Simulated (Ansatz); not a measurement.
# HF/6-31G(d) (spherical functions) run of [SiH3O4]− (SMILES [O-][Si](O)(O)O)

Aim: the energy change on altering one bond length of [SiH3O4]− at HF/6-31G* (spherical functions), from 2 runs. 

The calculation is run with Ansatz 0.2.0.

13 further runs of the same task are left out: 10 that didn't finish, 3 set aside as unsound or not needed. Runs told in other sessions of the task aren't counted.

## Step 1: Starting point

The species is [SiH3O4]− (8 atoms), meant as a singlet with charge -1. SMILES: `[O-][Si](O)(O)O`. The coordinates come from a PBE0-D4/def2-TZVPD relaxation. This is one conformer, not always the lowest.

Bond lengths: O1–Si2 1.558 Å, Si2–O3 1.684 Å, Si2–O4 1.684 Å, Si2–O5 1.684 Å, O3–H6 0.959 Å, O4–H7 0.959 Å, O5–H8 0.959 Å. Angles: O1–Si2–O3 115.2°, O1–Si2–O4 115.2°, O1–Si2–O5 115.2°, O3–Si2–O4 103.2°, O3–Si2–O5 103.2°, O4–Si2–O5 103.2°, Si2–O3–H6 107.0°, Si2–O4–H7 107.0°, Si2–O5–H8 107.0°.

## Step 2: A single-point energy at HF/6-31G(d) (spherical functions)

The input, run.yaml:

```yaml
basis:
  gaussian: {orbitals: 6-31G_st_-spherical.json}
crystal:
  periodic: [false, false, false]
  atoms:
    - {symbol: O, position_ang: [-1.413500, 0.197800, 0.825000]}
    - {symbol: Si, position_ang: [-0.078000, 0.010900, 0.045600]}
    - {symbol: O, position_ang: [1.319300, 0.127500, 0.978800]}
    - {symbol: O, position_ang: [0.191900, 1.122100, -1.191000]}
    - {symbol: O, position_ang: [0.099000, -1.475100, -0.727300]}
    - {symbol: H, position_ang: [1.074100, 0.563800, 1.796600]}
    - {symbol: H, position_ang: [-0.653700, 1.525800, -1.393900]}
    - {symbol: H, position_ang: [-0.539100, -2.072800, -0.333900]}
total_charge: -1
hamiltonian: {xc: hf}
accuracy: high
output: {orbitals: {seedname: orbitals}}
```

The basis set 6-31G* is read from a file made from the Basis Set Exchange's data (not shown).

On the command line:

```sh
ansatz run run.yaml --threads 1 --pin off --max-ram 2610MiB --events-out events.jsonl --progress --plain --runs-dir runs
```

The program printed:

```text
Warning: RAYON_NUM_THREADS=1 ignored (pool sized by the plan → 1); use --threads N
Functional definition: HF
  name "HF"
  exchange = exact_x
  correlation = 0
1756 factors; integrals over basis functions are off by at most 3.6e-9 eV
mean field evaluation 1: about -16058.5822 eV, gradient 4.5e1 eV
mean field evaluation 2: about -16058.6901 eV, gradient 4.5e1 eV
mean field evaluation 4: about -16062.6511 eV, gradient 3.8e0 eV
mean field evaluation 8: about -16062.6973 eV, gradient 7.6e-2 eV
mean field evaluation 16: about -16062.6973 eV, gradient 2.6e-8 eV
mean field -16062.69731678 eV, -590.2932387044 hartree, gradient 2.6e-8 eV, S^2 0.000000; 0 other end points of the search recorded, 0 dependent functions left out
reference -16062.69731678 eV, -590.2932387044 hartree; 25, 25 occupied and 55, 55 virtual orbitals, 1756 factors
Total energy: -16062.69731678 eV, -590.2932387044 hartree
```

It took 2 s on 1 thread of Arm Neoverse V2, shared host; peak memory 0.21 GiB.

## Step 3: The distorted shape, same level

The input, input.yaml:

```yaml
crystal:
  periodic: [false, false, false]
  atoms:
    - symbol: O
      position_ang: [-1.623130, 0.180307, 0.684997]
    - symbol: Si
      position_ang: [-0.287630, -0.006593, -0.094403]
    - symbol: O
      position_ang: [1.319300, 0.127500, 0.978800]
    - symbol: O
      position_ang: [-0.017730, 1.104607, -1.331003]
    - symbol: O
      position_ang: [-0.110630, -1.492593, -0.867303]
    - symbol: H
      position_ang: [1.074100, 0.563800, 1.796600]
    - symbol: H
      position_ang: [-0.863330, 1.508307, -1.533903]
    - symbol: H
      position_ang: [-0.748730, -2.090293, -0.473903]
basis:
  gaussian:
    orbitals: 6-31G_st_-spherical.json
output: {orbitals: {seedname: orbitals}}
accuracy: high
hamiltonian:
  xc: hf
total_charge: -1
```

The basis set 6-31G* is read from a file made from the Basis Set Exchange's data (not shown).

On the command line:

```sh
ansatz run input.yaml --threads 1 --pin off --max-ram 2610MiB --events-out events.jsonl --progress --plain --runs-dir runs
```

The program printed:

```text
Warning: RAYON_NUM_THREADS=1 ignored (pool sized by the plan → 1); use --threads N
[... 4 set-up lines as earlier in the session ...]
1747 factors; integrals over basis functions are off by at most 3.4e-9 eV
mean field evaluation 1: about -16057.9044 eV, gradient 4.5e1 eV
mean field evaluation 2: about -16058.0080 eV, gradient 4.5e1 eV
mean field evaluation 4: about -16062.0304 eV, gradient 3.8e0 eV
mean field evaluation 8: about -16062.0771 eV, gradient 8.9e-2 eV
mean field evaluation 16: about -16062.0771 eV, gradient 2.9e-8 eV
mean field -16062.07713549 eV, -590.2704474622 hartree, gradient 2.9e-8 eV, S^2 0.000000; 0 other end points of the search recorded, 0 dependent functions left out
reference -16062.07713549 eV, -590.2704474622 hartree; 25, 25 occupied and 55, 55 virtual orbitals, 1747 factors
Total energy: -16062.07713549 eV, -590.2704474622 hartree
```

Wall time 2 s (1 thread of Arm Neoverse V2, shared host); peak memory 0.21 GiB.

## Step 4: Results

At HF/6-31G* (spherical functions):

```
                                                          quantity          value
                                         first shape: total energy  -590.29324 Eh
                                          first shape: HOMO energy       -5.20 eV
                                          first shape: LUMO energy       10.12 eV
first shape: HOMO–LUMO gap (to an unbound level, set by the basis)       15.32 eV
                                     distorted shape: total energy  -590.27045 Eh
                                      distorted shape: HOMO energy       -5.51 eV
                                      distorted shape: LUMO energy        9.82 eV
energy change with the Si2–O3 bond stretched from 1.684 to 1.937 Å       0.620 eV
```

With the Si2–O3 bond stretched from 1.684 to 1.937 Å the energy rises by 0.62 eV (59.8 kJ/mol). The first shape isn't relaxed at this level, so the change isn't measured from a minimum.
